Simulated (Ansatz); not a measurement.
# ZnCu: lattice vibrations and screening

The task, for ZnCu: find the equilibrium cell, tighten the relaxation for response calculations and compute the phonons at Γ and, if it has a gap, its response to an electric field.

Computed with Ansatz 0.2.0 (DFT PBE, scalar-relativistic, plane waves, PAW, unless a step's input says otherwise).

### 1 The structure to begin with

It takes space group Pm-3m (No. 221, cubic). The conventional cell has a = 2.945 Å, b = 2.945 Å, c = 2.945 Å, α = 90.00°, β = 90.00°, γ = 90.00°. Around Zn (site symmetry m-3m) lie 8 Cu at 2.55 Å. Cu (site symmetry m-3m) is surrounded by 8 Zn at 2.55 Å.

Structure file:

```
Zn Cu
1.0
     2.94500    0.00000    0.00000
     0.00000    2.94500    0.00000
     0.00000    0.00000    2.94500
Zn Cu
1 1
Direct
  0.50000 0.50000 0.50000
  0.00000 0.00000 0.00000
```

The structure comes from the Crystallography Open Database.

(A quick probe on a coarse mesh, which set the mesh and smearing, is not shown.)

### 3 Full relaxation

Contents of input.yaml:

```yaml
crystal:
  lattice:
    - [2.945, 0.0, 0.0]
    - [0.0, 2.945, 0.0]
    - [0.0, 0.0, 2.945]
  atoms:
    - { symbol: Zn, position: [0.5, 0.5, 0.5] }
    - { symbol: Cu, position: [0.0, 0.0, 0.0] }
basis:
  ecutwfc: 420
kpoints:
  mp_grid: { grid: [14, 14, 14] }
hamiltonian:
  xc: pbe
scf:
  occupations: { method: gaussian, width: 0.1 }
output:
  forces: true
  stress: true
  eigenvalues: true
relax:
  adjacent_minimum: "off"
  f_tol: 0.005
  max_steps: 80
  cell: { stress_tol: 0.05 }
```

Started as:

```bash
ansatz run input.yaml --threads 1 --pin off --max-ram 2560MiB --backend cpu --events-out ev --progress --plain --runs-dir out
```

Further runs follow: relaxing to 0.001 eV/Å, with the smearing for a metal; zone-centre modes.

Before running it: what results should come out? Wanted: relaxed cell; volume; formation energy; optical modes at Γ.

As calculated:

| quantity | value |
| --- | --- |
| relaxed cell | a = 2.964 Å, b = 2.964 Å, c = 2.964 Å, α = 90.00°, β = 90.00°, γ = 90.00° |
| space group (0.01 Å) | Pm-3m (No. 221) |
| volume | 13.02 Å³/atom |
| formation energy (elements from runs with the same settings, not shown) | -0.09 eV/atom |
| optical modes at Γ | 193 cm⁻¹ |

What this shows: Relaxation raised the volume by 2.0 %. PBE usually gives cells somewhat too large. No zone-centre mode is imaginary. That tests stability at Γ alone. In a metal such response values depend on mesh and smearing, which were not converged here.
